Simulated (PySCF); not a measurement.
# C4HBCl2O: the cost of one run

The runs use PySCF 2.14.0, with density-fitted response routines of our own; the level of theory stands in each step. All values are computed, except where a source is named. Atoms are numbered from 0 throughout.

## Step 1: The starting structure

9 atoms, charge 0, multiplicity 1; geometry from: GFN2-xTB. The atoms were then displaced at random by about 0.01 Å, so the start is not that level's minimum.

Bonds of the start (Å): C0–C1 1.20, C1–C2 1.42, C2–C3 1.37, C3–O4 1.12, C2–B5 1.54, B5–Cl6 1.71, B5–Cl7 1.74, C0–H8 1.03.

## Step 2: Geometry optimisation at PBE0-D3(BJ)/def2-SVP

Job settings and geometry (Å):

```
{"job": {"xc": "PBE0", "basis": "def2-SVP", "d3": "d3bj", "grid": 1, "shake": 0.01, "kind": "geom"}, "charge": 0, "multiplicity": 1}
C     -0.889040    -2.169060    -0.106880
C     -0.320600    -1.108010    -0.091500
C      0.334390     0.153680    -0.059130
C      1.680600     0.154600    -0.297590
O      2.776440     0.169080    -0.514870
B     -0.419780     1.459870     0.263720
Cl    -2.095020     1.389180     0.574650
Cl     0.423220     2.981020     0.308660
H     -1.432400    -3.047530    -0.110780
```

On the command line:

```console
$ OMP_NUM_THREADS=1 python probes_run.py task.json out
```

One launch serves the whole session: the jobs run in the order shown.

**Question.** How long does this first job take on 1 thread of Intel Xeon 6975P-C, shared host, and how much memory does it need?

About 26 s, with a peak of 0.53 GiB.
